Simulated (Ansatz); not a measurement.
Molecular dynamics of K$_{6}$InP$_{3}$

input.yaml

```yaml
crystal:
  lattice:
    - [8.923246, 0.0, 0.0]
    - [4.42419, 7.764867, 0.0]
    - [2.946791, -0.039096, 9.464716]
  atoms:
    - { symbol: K, position: [0.7340485, 0.872266, 0.3829679] }
    - { symbol: K, position: [0.2550586, 0.1467455, 0.6067405] }
    - { symbol: K, position: [0.9691362, 0.1832388, 0.3745336] }
    - { symbol: K, position: [0.0229908, 0.8000538, 0.606506] }
    - { symbol: K, position: [0.6264157, 0.5512692, 0.6016908] }
    - { symbol: K, position: [0.4003273, 0.4359419, 0.4067348] }
    - { symbol: K, position: [0.8663668, 0.5143993, 0.8663419] }
    - { symbol: K, position: [0.1166922, 0.4941528, 0.1494365] }
    - { symbol: K, position: [0.7579393, 0.9046924, 0.012946] }
    - { symbol: K, position: [0.2307419, 0.1277062, 0.996004] }
    - { symbol: K, position: [0.5667137, 0.3782747, 0.0561982] }
    - { symbol: K, position: [0.2450029, 0.7963677, 0.88638] }
    - { symbol: In, position: [0.5854439, 0.1717346, 0.745012] }
    - { symbol: In, position: [0.4203607, 0.8239294, 0.248329] }
    - { symbol: P, position: [0.2890761, 0.4469912, 0.7694356] }
    - { symbol: P, position: [0.7163993, 0.5562621, 0.2372895] }
    - { symbol: P, position: [0.5958811, 0.8835135, 0.7405013] }
    - { symbol: P, position: [0.3894701, 0.1237343, 0.2577814] }
    - { symbol: P, position: [0.8652263, 0.1739182, 0.7563531] }
    - { symbol: P, position: [0.1560874, 0.7980695, 0.2374349] }
basis:
  ecutwfc: 250.0
kpoints:
  mp_grid: { grid: [1, 1, 1] }
hamiltonian:
  xc: pbesol
scf:
  occupations: { method: fermi_dirac, width: 0.05 }
  lower_state_search: "off"
  max_iter: 55
md:
  timestep: 3.0
  n_steps: 200
  ensemble: npt_langevin
  temperature: 1200.0
  initial_velocities: maxwell_boltzmann
  seed: 439621
  friction: 0.02
  pressure: 10.0
  fix_cell: []
```

Command:

```bash
$ ansatz run input.yaml --threads 1 --pin off --max-ram 3072MiB --backend cpu --events-out ev --progress --plain --runs-dir out
```

It starts from an unrelaxed structure (largest force component 0.26 eV/Å).

Output, in part (step lines):

```
md step     0: t =     0.00 fs  T =  1140.0 K  F+E_penalty+E_count = -33684.35609282 eV  E_kin = 2.947128 eV  conserved = -33641.14848996 eV  P_inst = 0.0126 GPa  V = 655.7895 Å³  selection 1  (11 SCF iters)
md step     1: t =     3.00 fs  T =  1154.6 K  F+E_penalty+E_count = -33684.32602979 eV  E_kin = 2.984793 eV  conserved = -33641.14832820 eV  P_inst = 0.0552 GPa  V = 655.6144 Å³  selection 1  (8 SCF iters)
md step     2: t =     6.00 fs  T =  1130.0 K  F+E_penalty+E_count = -33684.26718245 eV  E_kin = 2.921320 eV  conserved = -33641.14899442 eV  P_inst = 0.1067 GPa  V = 655.0061 Å³  selection 1  (8 SCF iters)
md step     3: t =     9.00 fs  T =  1026.8 K  F+E_penalty+E_count = -33684.17943758 eV  E_kin = 2.654492 eV  conserved = -33641.14908829 eV  P_inst = 0.1577 GPa  V = 653.9402 Å³  selection 1  (8 SCF iters)
md step     4: t =    12.00 fs  T =  1127.1 K  F+E_penalty+E_count = -33684.06646461 eV  E_kin = 2.913885 eV  conserved = -33641.14935157 eV  P_inst = 0.3102 GPa  V = 652.6747 Å³  selection 1  (8 SCF iters)
md step     5: t =    15.00 fs  T =  1131.1 K  F+E_penalty+E_count = -33683.92852365 eV  E_kin = 2.924205 eV  conserved = -33641.14904305 eV  P_inst = 0.4364 GPa  V = 651.2339 Å³  selection 1  (7 SCF iters)
md step     6: t =    18.00 fs  T =  1103.7 K  F+E_penalty+E_count = -33683.76802043 eV  E_kin = 2.853217 eV  conserved = -33641.14864182 eV  P_inst = 0.5842 GPa  V = 649.3166 Å³  selection 1  (7 SCF iters)
md step     7: t =    21.00 fs  T =   961.1 K  F+E_penalty+E_count = -33683.59682408 eV  E_kin = 2.484521 eV  conserved = -33641.14821043 eV  P_inst = 0.6945 GPa  V = 646.8992 Å³  selection 1  (7 SCF iters)
[... lines left out ...]
```

The steps, from the saved trajectory:

| time (fs) | T (K) | potential energy less start (eV) | conserved less start (meV/atom) | P (GPa) | volume (Å³) |
| --- | --- | --- | --- | --- | --- |
| 0.0 | 1140 | 0.000 | 0.00 | 0.0 | 655.8 |
| 18.0 | 1104 | 0.588 | -0.01 | 0.6 | 649.3 |
| 36.0 | 819 | 1.292 | -0.03 | 1.1 | 630.7 |
| 54.0 | 817 | 1.859 | 0.04 | 1.7 | 607.8 |
| 72.0 | 818 | 2.557 | 0.08 | 3.0 | 581.5 |
| 90.0 | 1139 | 3.566 | -0.01 | 5.1 | 554.1 |
| 108.0 | 1419 | 4.845 | 0.06 | 7.4 | 532.6 |
| 126.0 | 1505 | 5.577 | -0.15 | 9.1 | 512.9 |
| 144.0 | 1156 | 6.638 | 0.14 | 10.9 | 496.9 |
| 162.0 | 1336 | 6.550 | 0.27 | 11.8 | 485.7 |
| 180.0 | 1390 | 5.900 | 0.15 | 11.2 | 479.8 |
| 198.0 | 1147 | 5.992 | 0.16 | 10.8 | 476.6 |
| 216.0 | 1065 | 6.411 | 0.26 | 10.5 | 477.0 |
| 234.0 | 1659 | 6.006 | -0.05 | 9.8 | 482.7 |
| 252.0 | 1092 | 6.168 | 0.26 | 9.3 | 488.9 |
| 270.0 | 1415 | 5.314 | 0.03 | 9.1 | 493.3 |
| 288.0 | 1606 | 5.219 | -0.10 | 9.7 | 492.5 |
| 306.0 | 1239 | 5.757 | -0.08 | 10.2 | 489.0 |
| 324.0 | 1110 | 5.790 | 0.00 | 9.5 | 488.0 |
| 342.0 | 1213 | 5.909 | -0.02 | 9.4 | 486.6 |
| 360.0 | 1308 | 5.672 | 0.00 | 9.5 | 485.7 |
| 378.0 | 1312 | 5.604 | 0.03 | 9.8 | 488.6 |
| 396.0 | 1187 | 5.934 | 0.01 | 10.2 | 489.3 |
| 414.0 | 1177 | 6.017 | -0.14 | 10.0 | 487.9 |
| 432.0 | 1299 | 5.996 | -0.04 | 9.8 | 487.5 |
| 450.0 | 1243 | 6.495 | 0.09 | 10.0 | 486.6 |
| 468.0 | 1302 | 5.873 | -0.01 | 9.6 | 486.3 |
| 486.0 | 818 | 6.047 | 0.24 | 9.5 | 485.8 |
| 504.0 | 826 | 5.940 | 0.18 | 9.5 | 484.0 |
| 522.0 | 1368 | 5.464 | 0.13 | 9.5 | 482.1 |
| 540.0 | 1488 | 5.429 | 0.10 | 9.7 | 483.1 |
| 558.0 | 1517 | 5.751 | -0.03 | 10.0 | 484.7 |
| 576.0 | 1389 | 6.216 | 0.21 | 10.3 | 483.8 |
| 594.0 | 1330 | 5.701 | -0.01 | 10.0 | 481.5 |

The run went to its last step. The conserved energy stayed within 0.31 meV per atom of its start (net change 0.057 meV per atom), so the integration is sound. A run of 0.6 ps of so small a system gives no equilibrium averages. The plane-wave cutoff is below what these datasets need, so energies and pressures aren't converged. Limits of this set-up: coarse k mesh. The cell's volume went from 656 to 480 Å³.

Mean squared displacements from the first frame to the last, about the centre of mass, the cell's change included: K 0.45 Å², In 0.10 Å², P 0.30 Å².

Last frame:

```xyz
20
Lattice="8.3406 0.2273 -0.1434 4.3331 7.0926 -0.3492 2.6013 -0.2991 8.2293" Properties=species:S:1:pos:R:3
K 10.770 5.599 2.903
K 4.441 0.252 4.632
K 10.475 0.946 3.176
K 4.996 4.976 4.908
K 8.913 2.892 4.979
K 6.211 2.145 3.082
K 11.625 3.170 6.969
K 3.496 3.038 1.073
K 10.714 5.688 -0.078
K 4.364 0.478 8.469
K 6.441 2.700 0.174
K 7.495 4.879 6.622
In 7.392 0.629 6.518
In 7.574 5.256 1.511
P 5.798 2.591 5.856
P 9.129 3.446 2.025
P 10.248 5.555 5.832
P 4.513 0.235 1.564
P 9.987 0.592 6.242
P 5.125 5.337 1.534
```

The run took 2.8 min on 1 thread of AMD EPYC 9B45 (Zen 5) (shared host), peak memory 0.54 GiB.
